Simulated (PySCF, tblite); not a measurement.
# C₆H₇O radical: geometry, infrared bands and EPR parameters

What infrared bands and EPR parameters should C₆H₇O radical (`C[CH]c1ccco1`) show?

Computed with tblite 0.8.0 and PySCF 2.14.0, with density-fitted response routines of our own, on a single molecule in the gas phase. Atoms count from 0, in the outputs and in this text.

## Step 1: Starting geometry

14 atoms, charge 0, multiplicity 2; geometry from: force field or distance geometry start.

Bonds of the start (Å): C0–C1 1.48, C1–C2 1.43, C2–C3 1.37, C3–C4 1.41, C4–C5 1.38, C5–O6 1.35, O6–C2 1.38, C0–H7 1.10, C0–H8 1.10, C0–H9 1.08, C1–H10 1.09, C3–H11 1.09, C4–H12 1.08, C5–H13 1.09.

## Step 2: Optimising the geometry with GFN2-xTB

What the job is given:

```
{"job": {"kind": "relax", "xc": "GFN2-xTB", "basis": "xTB"}, "charge": 0, "multiplicity": 2}
C     -2.395300    -0.125200    -0.427100
C     -1.269300     0.016900     0.519500
C      0.129500     0.022600     0.221400
C      1.208800     0.156400     1.062300
C      2.383000     0.105400     0.290000
C      1.953800    -0.039500    -1.015300
O      0.606600    -0.085300    -1.066800
H     -3.047000     0.760200    -0.354400
H     -2.990300    -1.012100    -0.177700
H     -2.063500    -0.217600    -1.455700
H     -1.540300     0.108400     1.574500
H      1.150500     0.253400     2.147000
H      3.404100     0.176200     0.627300
H      2.468700    -0.120000    -1.967200
```

On the command line:

```bash
OMP_NUM_THREADS=1 python probes_run.py task.json out
```

This one command runs all jobs of the session in turn.

**Question.** This job is followed by: GFN2-xTB harmonic vibrations, gas phase; UKS B3LYP, pcH-1 on C H O, non-relativistic, mean-field spin-orbit, GIAO. What will the session give for the following? strongest single infrared mode (GFN2-xTB); zero-point energy (GFN2-xTB); g(iso) (B3LYP); ⟨S²⟩; largest a(iso) (averaged by class); surface potential, 1st and 99th percentile.

The runs gave:

```
                                 quantity                value
strongest single infrared mode (GFN2-xTB)  996 cm⁻¹, 41 km/mol
             zero-point energy (GFN2-xTB)        69.1 kcal/mol
                           g(iso) (B3LYP)              2.00277
                                     ⟨S²⟩   0.776 (exact 0.75)
       largest a(iso) (averaged by class)  13C on C1, 53.4 MHz
    surface potential, 1st and 99th percentile   -0.86 V and 1.05 V
```

In words: The optimisation took 27 steps and gained 0.139 eV; among the close pairs (by a distance rule), C1–C2 changed most, from 1.430 to 1.372 Å. No mode is imaginary among the 36: a minimum at this level. The strongest single mode, at 996 cm⁻¹, has its largest shares on H10, H9, C0 and H8 (the list is cut at 4 atoms). Unscaled tight-binding wavenumbers are off by several per cent, some by more. Its intensities can rank the bands wrongly. C1 carries the largest spin population, 0.63 e. The isotropic g lies 0.4 ppt above the free-electron value.
